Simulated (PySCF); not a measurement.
# CH9FOSi3: the cost of one run

Computed with PySCF 2.14.0 and routines of our own; the level stands in each step. Atoms count from 0.

## 1. The system as given

15 atoms, charge 0, multiplicity 1; geometry from: GFN2-xTB.

## 2. Magnetic properties: GIAO B3LYP/pcSseg-1

What the job is given:

```
{"job": {"kind": "mag", "xc": "B3LYP", "basis": "pcSseg-1", "isotopologues": 2}, "charge": 0, "multiplicity": 1}
C     -2.573354     0.301498    -0.572719
Si    -1.541024    -1.081278     0.209644
O     -0.012201    -0.566494     0.392272
Si     1.198583     0.432773     0.809133
Si     2.738589     0.214869    -0.876276
F      3.891029     1.313455    -0.573558
H     -2.155954     0.615845    -1.526022
H     -3.594013    -0.021429    -0.752056
H     -2.613812     1.177840     0.069360
H     -1.400722    -2.238169    -0.674171
H     -2.046268    -1.435386     1.536834
H      0.631674     1.781274     0.974933
H      1.626469    -0.014581     2.142904
H      3.508963    -1.028305    -0.949475
H      2.337626     0.556079    -2.244024
```

Method: GIAO B3LYP/pcSseg-1 magnetisability, rotational g tensor and spin-rotation constants, non-relativistic, gas phase.

Started as:

```sh
> OMP_NUM_THREADS=1 python excited_run.py task.json out
```

The driver reads the jobs from task.json and runs them one after another.

Q: Estimate the wall time and peak memory of this first job on 1 thread of Intel Xeon Platinum 8488C, shared host.

About 34 s, with a peak of 0.84 GiB.
